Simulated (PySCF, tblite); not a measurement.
# C3H4BBrO3: geometry, infrared bands and NMR shifts

Aim: predict the infrared bands and NMR shifts of C3H4BBrO3 (`OB1OC/C(=C/Br)O1`).

The runs use tblite 0.8.0 and PySCF 2.14.0, with density-fitted response routines of our own; the level of theory stands in each step. All values are computed, except where a source is named. Atoms are numbered from 0 throughout.

### 1 The molecule as given

12 atoms, charge 0, multiplicity 1; geometry from: force field or distance geometry start.

Bonds of the start (Å): O0–B1 1.46, B1–O2 1.47, O2–C3 1.37, C3–C4 1.46, C4–C5 1.32, C5–Br6 1.92, C4–O7 1.40, O7–B1 1.51, O0–H8 1.00, C3–H9 1.13, C3–H10 1.13, C5–H11 1.10.

### 2 Optimising the geometry with GFN2-xTB

The job: settings as JSON, then the geometry in Å.

```
{"job": {"kind": "relax", "xc": "GFN2-xTB", "basis": "xTB"}, "charge": 0, "multiplicity": 1}
O     -2.893900     0.615700    -0.037400
B     -1.571100     0.139900    -0.428400
O     -1.097000    -1.249200    -0.497900
C      0.099400    -1.203400     0.167000
C      0.729100     0.098300    -0.048500
C      1.990500     0.478300     0.085900
Br     2.493800     2.285500    -0.305700
O     -0.300200     0.949900    -0.482500
H     -2.886900     1.611200    -0.003100
H      0.793900    -2.025500    -0.168600
H     -0.076800    -1.439300     1.261200
H      2.720400    -0.262100     0.432000
```

Started as:

```console
OMP_NUM_THREADS=1 python probes_run.py task.json out
```

One launch serves the whole session: the jobs run in the order shown.

**Question.** This job is followed by: GFN2-xTB harmonic vibrations, gas phase; GIAO PBE0/pcSseg-1 NMR shielding, non-relativistic, gas phase. What will the session give for the following? strongest single infrared mode (GFN2-xTB); zero-point energy (GFN2-xTB); 13C shifts against TMS (PBE0/pcSseg-1); 1H shifts against TMS (PBE0/pcSseg-1, means over atoms taken as alike); 17O shifts against H2O (PBE0/pcSseg-1); 11B shifts against BF3·OEt2 (PBE0/pcSseg-1); 79Br shifts against HBr (PBE0/pcSseg-1).

The runs gave:

| quantity | value |
| --- | --- |
| strongest single infrared mode (GFN2-xTB) | 1396 cm⁻¹, 593 km/mol |
| zero-point energy (GFN2-xTB) | 47.5 kcal/mol |
| 13C shifts against TMS (PBE0/pcSseg-1) | 163.5, 95.7, 72.2 ppm |
| 1H shifts against TMS (PBE0/pcSseg-1, means over atoms taken as alike) | 5.10, 5.02, 3.93 ppm |
| 17O shifts against H2O (PBE0/pcSseg-1) | 190.2, 95.4, 73.4 ppm |
| 11B shifts against BF3·OEt2 (PBE0/pcSseg-1) | 22.3 ppm |
| 79Br shifts against HBr (PBE0/pcSseg-1) | 392 ppm |

The optimisation took 44 steps and gained 1.325 eV; among the close pairs (by a distance rule), O0–B1 changed most, from 1.459 to 1.332 Å. All 30 modes are real, so the xTB geometry is a minimum. The strongest single mode, at 1396 cm⁻¹, moves mainly B1. GFN2-xTB is a fitted tight-binding method: band positions and strengths are rough. Its intensities can rank the bands wrongly. C5 stands next to heavy halogen, whose spin-orbit shielding this run leaves out, so the computed shift lies too far downfield, most of all for carbon beside Br or I. C4 (alkene carbon bearing oxygen) lies farthest downfield among carbon, at 163.5 ppm; an sp2 carbon further deshielded by the attached heteroatom. H11 (hydrogen on a β carbon of an enol-ether or enamine type C=C) lies farthest downfield among hydrogen, at 5.10 ppm; a vinylic proton, deshielded by the sp2 carbon and the C=C anisotropy. At PBE0/pcSseg-1: The widest tensor belongs to Br6: span 1112 ppm, with a paramagnetic part of -892 ppm. Spin-orbit coupling is left out, which matters for shieldings and couplings at and beside the heavy atoms.
